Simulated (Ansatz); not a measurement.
The same path of a periodic cell of 25 atoms, W12C13 (surface WC(001), adsorbate C) was run twice with different band settings. Lost on the way: W11–C25, W17–C25, C18–C25. Made: C12–C25.

These are results of DFT PBE, scalar-relativistic, plane waves, PAW in Ansatz, not measurements. Settings: PAW set soft_1, cutoff 420 eV, k mesh 3x3x1, gaussian smearing 0.15 eV, no spin polarisation.

Relaxed end points:

```xyz
25
Lattice="5.6930 0.0000 0.0000 -2.8465 4.9302 0.0000 0.0000 0.0000 18.9886" Properties=species:S:1:pos:R:3
W 0.000 0.000 1.000
C 1.423 0.822 2.398
W 0.000 0.000 3.882
C 1.403 0.810 5.271
W 0.000 0.000 6.988
C 1.573 0.908 8.143
W -1.423 2.465 1.000
C 0.000 3.287 2.398
W -1.425 2.464 3.850
C 0.000 3.287 5.218
W -1.411 2.472 6.698
C 0.000 3.287 7.861
W 2.846 0.000 1.000
C 4.270 0.822 2.398
W 2.846 0.002 3.850
C 4.290 0.810 5.271
W 2.846 -0.014 6.698
C 4.120 0.908 8.143
W 1.423 2.465 1.000
C 2.846 3.287 2.398
W 1.425 2.464 3.850
C 2.846 3.310 5.271
W 1.411 2.472 6.698
C 2.846 3.114 8.143
C 2.846 1.643 8.459
```

```xyz
25
Lattice="5.6930 0.0000 0.0000 -2.8465 4.9302 0.0000 0.0000 0.0000 18.9886" Properties=species:S:1:pos:R:3
W 0.000 0.000 1.000
C 1.423 0.822 2.398
W -0.004 0.002 3.875
C 1.423 0.799 5.235
W 0.001 -0.001 6.874
C 1.423 1.051 8.103
W -1.423 2.465 1.000
C 0.000 3.287 2.398
W -1.423 2.460 3.875
C -0.020 3.298 5.235
W -1.423 2.467 6.874
C 0.199 3.172 8.103
W 2.846 0.000 1.000
C 4.270 0.822 2.398
W 2.851 0.002 3.875
C 4.270 0.822 5.337
W 2.845 -0.001 6.874
C 4.270 0.822 8.014
W 1.423 2.465 1.000
C 2.846 3.287 2.398
W 1.423 2.465 3.815
C 2.866 3.298 5.235
W 1.423 2.465 6.536
C 2.648 3.172 8.103
C 1.423 2.465 8.590
```

Common settings: climbing image yes; force threshold 0.05 eV/Å; end points relaxed; atoms held 1, 2, 7, 8, 13, 14, 19, 20.

| run | movable images | spring | optimiser | start path | iteration limit |
| --- | --- | --- | --- | --- | --- |
| 1 | 5 | 5.0 eV/Å² | quadratic models (default) | straight line | 38 |
| 2 | 3 | 50.0 eV/Å² | fire | default | 50 |

(1) What does each run give, and how far can it be trusted?

Results:

(1) Run 1: converged after 9 iterations, highest image 0.310 eV above the first end. By the program's own check the climbing image is a first-order saddle point (lowest curvatures found: -6.83 and 1.12 eV/Å²).
Run 2: converged after 33 iterations, highest image 0.311 eV above the first end. The order of the stationary point at the top wasn't checked.
Limits of this set-up: coarse k mesh, thin slab, slab without dipole correction.
